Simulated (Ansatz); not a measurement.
# CoW3: the cost of one run

Computed with Ansatz 0.2.0 (DFT PBEsol, scalar-relativistic, plane waves, PAW, unless a step's input says otherwise).

3 further runs of the same task are left out: 3 set aside as unsound or not needed. Runs told in other sessions of the task aren't counted.

## 1. The structure to begin with

The structure is cubic, space group Pm-3m (No. 221). Conventional cell: a = 3.858 Å, b = 3.858 Å, c = 3.858 Å, α = 90.00°, β = 90.00°, γ = 90.00°. Co (site symmetry m-3m) is surrounded by 12 W at 2.73 Å. W (site symmetry 4/mmm) is surrounded by 4 Co at 2.73 Å and 8 W at 2.73 Å.

Structure file:

```cif
data_structure
_symmetry_space_group_name_H-M 'Pm-3m'
_symmetry_Int_Tables_number 221
_cell_length_a 3.8582
_cell_length_b 3.8582
_cell_length_c 3.8582
_cell_angle_alpha 90.000
_cell_angle_beta 90.000
_cell_angle_gamma 90.000
_cell_volume 57.43
loop_
_atom_site_label
_atom_site_type_symbol
_atom_site_symmetry_multiplicity
_atom_site_Wyckoff_symbol
_atom_site_fract_x
_atom_site_fract_y
_atom_site_fract_z
_atom_site_occupancy
Co1 Co 1 a 0.00000 0.00000 0.00000 1
W1 W 3 c 0.00000 0.50000 0.50000 1
```

It goes back to an entry of the Materials Project, which need not be the stable form.

It is built from the cell relaxed beforehand with the same method (14.36 Å³/atom).

## 2. Zero of the scan

Input file input.yaml:

```yaml
crystal:
  lattice:
    - [3.8582449768, 0.0, 0.0]
    - [0.0, 3.8582449768, 0.0]
    - [0.0, 0.0, 7.7164899537]
  atoms:
    - { symbol: Co, position: [0.0, 0.0, 0.5] }
    - { symbol: Co, position: [0.0, 0.0, 0.0] }
    - { symbol: W, position: [0.0, 0.5, 0.25] }
    - { symbol: W, position: [0.0, 0.5, 0.75] }
    - { symbol: W, position: [0.5, 0.0, 0.25] }
    - { symbol: W, position: [0.5, 0.0, 0.75] }
    - { symbol: W, position: [0.5, 0.5, 0.5] }
    - { symbol: W, position: [0.5, 0.5, 0.0] }
basis:
  ecutwfc: 420
kpoints:
  mp_grid: { grid: [12, 12, 6] }
hamiltonian:
  xc: pbesol
scf:
  occupations: { method: gaussian, width: 0.15 }
output:
  forces: true
  stress: true
  eigenvalues: true
```

Started as:

```sh
> ansatz run input.yaml --threads 2 --pin off --max-ram 5120MiB --backend cpu --events-out ev --progress --plain --runs-dir out
```

Q: Estimate wall time and peak memory on 2 threads of AMD EPYC 9R45 (Zen 5), shared host.

About 9.4 s, with a peak of 0.94 GiB.
